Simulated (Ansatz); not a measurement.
# C2H9BSSi: the cost of one run

Program: Ansatz 0.2.0, Gaussian basis. Level of theory: functionals in def2-TZVPP, the program's frozen cores in correlated methods. These are calculated values, not measurements.

The runs, in order: PBE-D4, r2SCAN-D4, PBE0-D4, B3LYP-D4, ωB97X-V, ωB97M-V, B2PLYP; CCSD(T)/def2-TZVPP; MP2/def2-QZVPP; extrapolation to the limit.

**1. The geometry**

All runs share one geometry, relaxed beforehand with PBE0-D4 in a triple-zeta def2 set.

SMILES `CB(S)C[SiH3]`, 14 atoms, charge 0, spin multiplicity 1.

Atoms are counted from 1 here; the program's logs count them from 0.

Bond lengths: C1–B2 1.567 Å, C1–H6 1.091 Å, C1–H7 1.094 Å, C1–H8 1.098 Å, B2–S3 1.801 Å, B2–C4 1.559 Å, S3–H9 1.343 Å, C4–Si5 1.883 Å, C4–H10 1.095 Å, C4–H11 1.094 Å, Si5–H12 1.488 Å, Si5–H13 1.486 Å, Si5–H14 1.488 Å. Angles: B2–C1–H6 114.9°, B2–C1–H7 111.7°, B2–C1–H8 107.9°, H6–C1–H7 108.7°, H6–C1–H8 107.2°, H7–C1–H8 106.0°, C1–B2–S3 122.1°, C1–B2–C4 121.5°, S3–B2–C4 116.4°, B2–S3–H9 98.6°, B2–C4–Si5 110.3°, B2–C4–H10 111.2°, B2–C4–H11 114.0°, Si5–C4–H10 106.0°, Si5–C4–H11 106.3°, H10–C4–H11 108.6°, C4–Si5–H12 110.3°, C4–Si5–H13 110.5° and more.

Geometry (Å):

```tsv
atom	x (Å)	y (Å)	z (Å)
C1	-1.3447	1.2348	0.1859
B2	0.1163	0.7209	0.4230
S3	0.9640	0.9372	1.9969
C4	0.9110	-0.0185	-0.6964
Si5	0.5487	-1.8657	-0.6430
H6	-1.9170	1.4294	1.0945
H7	-1.9160	0.5499	-0.4478
H8	-1.2844	2.1804	-0.3686
H9	-0.0323	1.5192	2.6841
H10	0.6030	0.3217	-1.6911
H11	1.9973	0.0843	-0.6126
H12	1.1789	-2.5479	-1.8055
H13	1.0805	-2.4648	0.6082
H14	-0.9182	-2.1103	-0.6989
```

**2. PBE-D4 (GGA)**

Contents of in.yaml:

```yaml
crystal:
  periodic: [false, false, false]
  atoms:
    - {symbol: C, position_ang: [-1.344717, 1.234821, 0.185913]}
    - {symbol: B, position_ang: [0.116311, 0.720877, 0.422957]}
    - {symbol: S, position_ang: [0.964033, 0.937183, 1.996899]}
    - {symbol: C, position_ang: [0.910992, -0.018482, -0.696390]}
    - {symbol: Si, position_ang: [0.548683, -1.865668, -0.643046]}
    - {symbol: H, position_ang: [-1.916985, 1.429417, 1.094511]}
    - {symbol: H, position_ang: [-1.916038, 0.549896, -0.447782]}
    - {symbol: H, position_ang: [-1.284437, 2.180415, -0.368592]}
    - {symbol: H, position_ang: [-0.032300, 1.519165, 2.684123]}
    - {symbol: H, position_ang: [0.603042, 0.321705, -1.691091]}
    - {symbol: H, position_ang: [1.997268, 0.084256, -0.612612]}
    - {symbol: H, position_ang: [1.178858, -2.547898, -1.805470]}
    - {symbol: H, position_ang: [1.080510, -2.464776, 0.608153]}
    - {symbol: H, position_ang: [-0.918220, -2.110312, -0.698873]}
basis:
  gaussian: {orbitals: def2-TZVPP}
hamiltonian: {xc: pbe, dispersion: d4}
output: {forces: true, orbitals: {seedname: orbitals}}
```

Run with:

```bash
$ ansatz run in.yaml --threads 4 --pin off --events-out ev --progress --plain --max-ram 10444MiB
```

Q: Estimate wall time and peak memory on 4 threads of Arm Neoverse V1, shared host.

About 4 s, with a peak of 0.47 GiB.
